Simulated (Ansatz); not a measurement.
**C4F8: ionisation energy by level of theory**

One table from this session's results is given with a row withheld; the runs are named, their logs left out.

Computed with Ansatz 0.2.0, Gaussian basis. Level: unrestricted cation, the program's frozen cores in correlated methods.

The runs, in order: UKS PBE-D4/def2-TZVPP; UKS r2SCAN-D4/def2-TZVPP; UKS PBE0-D4/def2-TZVPP; UKS B3LYP-D4/def2-TZVPP; UKS wB97X-V/def2-TZVPP; UKS wB97M-V/def2-TZVPP; UKS B2PLYP/def2-TZVPP; UHF-CCSD(T)/def2-TZVPP; UHF-MP2/def2-QZVPP; extrapolation to the limit; then −ε(HOMO) from the neutral's earlier runs with LDA (SPW92), PBE-D4, revPBE-D4, BLYP-D4, r2SCAN-D4, B97M-V, PBE0-D4, B3LYP-D4, r2SCANh-D4, r2SCAN0-D4, HSE06-D4, BHLYP-D4, CAM-B3LYP-D4, LC-ωPBE, ωB97X-V, ωB97M-V.

**The geometry**

All runs share one geometry, relaxed beforehand with PBE0-D4 in a triple-zeta def2 set.

SMILES `F/C(=C(\F)C(F)(F)F)C(F)(F)F`, 12 atoms, charge 0, spin multiplicity 1.

Atoms are counted from 1 here; the program's logs count them from 0.

Bond lengths: F1–C2 1.322 Å, C2–C3 1.328 Å, C2–C9 1.517 Å, C3–F4 1.322 Å, C3–C5 1.513 Å, C5–F6 1.334 Å, C5–F7 1.329 Å, C5–F8 1.328 Å, C9–F10 1.328 Å, C9–F11 1.330 Å, C9–F12 1.333 Å. Angles: F1–C2–C3 118.9°, F1–C2–C9 113.1°, C3–C2–C9 128.0°, C2–C3–F4 119.1°, C2–C3–C5 128.3°, F4–C3–C5 112.7°, C3–C5–F6 111.3°, C3–C5–F7 109.0°, C3–C5–F8 111.9°, F6–C5–F7 107.9°, F6–C5–F8 108.3°, F7–C5–F8 108.3°, C2–C9–F10 109.0°, C2–C9–F11 111.7°, C2–C9–F12 111.7°, F10–C9–F11 108.2°, F10–C9–F12 107.9°, F11–C9–F12 108.2°.

As a file:

```mol
C4F8
  3D, bonds by distance, orders not assigned

 12 11  0  0  0  0  0  0  0  0999 V2000
   -0.9348   -1.1179    1.8291 F   0  0
   -0.3613   -0.5913    0.7612 C   0  0
   -0.5164    0.7056    0.5240 C   0  0
   -1.2753    1.4207    1.3368 F   0  0
    0.0736    1.5305   -0.5989 C   0  0
   -0.7463    1.5761   -1.6496 F   0  0
    0.2587    2.7755   -0.1716 F   0  0
    1.2441    1.0513   -1.0038 F   0  0
    0.4090   -1.6063   -0.0617 C   0  0
   -0.0498   -2.8222    0.2116 F   0  0
    0.2647   -1.3921   -1.3662 F   0  0
    1.7109   -1.5850    0.2229 F   0  0
  1  2  8  0
  2  3  8  0
  3  4  8  0
  3  5  8  0
  5  6  8  0
  5  7  8  0
  5  8  8  0
  2  9  8  0
  9 10  8  0
  9 11  8  0
  9 12  8  0
M  END
```

The first run:

File in.yaml:

```yaml
crystal:
  periodic: [false, false, false]
  atoms:
    - {symbol: F, position_ang: [-0.934783, -1.117925, 1.829134]}
    - {symbol: C, position_ang: [-0.361270, -0.591297, 0.761186]}
    - {symbol: C, position_ang: [-0.516409, 0.705615, 0.524001]}
    - {symbol: F, position_ang: [-1.275263, 1.420701, 1.336799]}
    - {symbol: C, position_ang: [0.073591, 1.530498, -0.598886]}
    - {symbol: F, position_ang: [-0.746333, 1.576056, -1.649597]}
    - {symbol: F, position_ang: [0.258674, 2.775482, -0.171601]}
    - {symbol: F, position_ang: [1.244120, 1.051302, -1.003794]}
    - {symbol: C, position_ang: [0.408995, -1.606263, -0.061724]}
    - {symbol: F, position_ang: [-0.049849, -2.822190, 0.211613]}
    - {symbol: F, position_ang: [0.264727, -1.392087, -1.366164]}
    - {symbol: F, position_ang: [1.710899, -1.584989, 0.222932]}
basis:
  gaussian: {orbitals: def2-TZVPP}
total_charge: 1
magnetization: {spin_polarized: true, initial_magnetization: 1}
hamiltonian: {xc: pbe, dispersion: d4}
```

Run with:

```console
> ansatz run in.yaml --threads 4 --pin off --events-out ev --progress --plain --max-ram 66560MiB --backend cuda --devices 0, --max-vram 37GiB
```

Steps of the session up to this table: Cation, UKS PBE-D4/def2-TZVPP; Cation, UKS r2SCAN-D4/def2-TZVPP; Cation, UKS PBE0-D4/def2-TZVPP; Cation, UKS B3LYP-D4/def2-TZVPP; Cation, UKS wB97X-V/def2-TZVPP; Cation, UKS wB97M-V/def2-TZVPP; Cation, UKS B2PLYP (frozen core)/def2-TZVPP; Cation, UHF-CCSD(T)/def2-TZVPP; Cation, UHF-MP2/def2-QZVPP.

One table of the session follows, with a row left open; its other results are not shown here.

Orbital estimates, from the neutral's runs:

| functional | −ε(HOMO) (eV) |
| --- | --- |
| LDA (SPW92) | 7.65 |
| PBE-D4 | 7.36 |
| revPBE-D4 | 7.25 |
| BLYP-D4 | 7.28 |
| r2SCAN-D4 | 7.69 |
| B97M-V | 7.76 |
| PBE0-D4 | 8.85 |
| B3LYP-D4 | 8.64 |
| r2SCANh-D4 | 8.24 |
| r2SCAN0-D4 | 9.06 |
| HSE06-D4 | 8.44 |
| BHLYP-D4 | 10.23 |
| CAM-B3LYP-D4 | 10.31 |
| LC-ωPBE | ? |
| ωB97X-V | 11.22 |
| ωB97M-V | 11.12 |

Q: Estimate the row for LC-ωPBE from the others.

**Answer.** −ε(HOMO) (eV): 11.60. In the column «−ε(HOMO) (eV)» it is the highest.
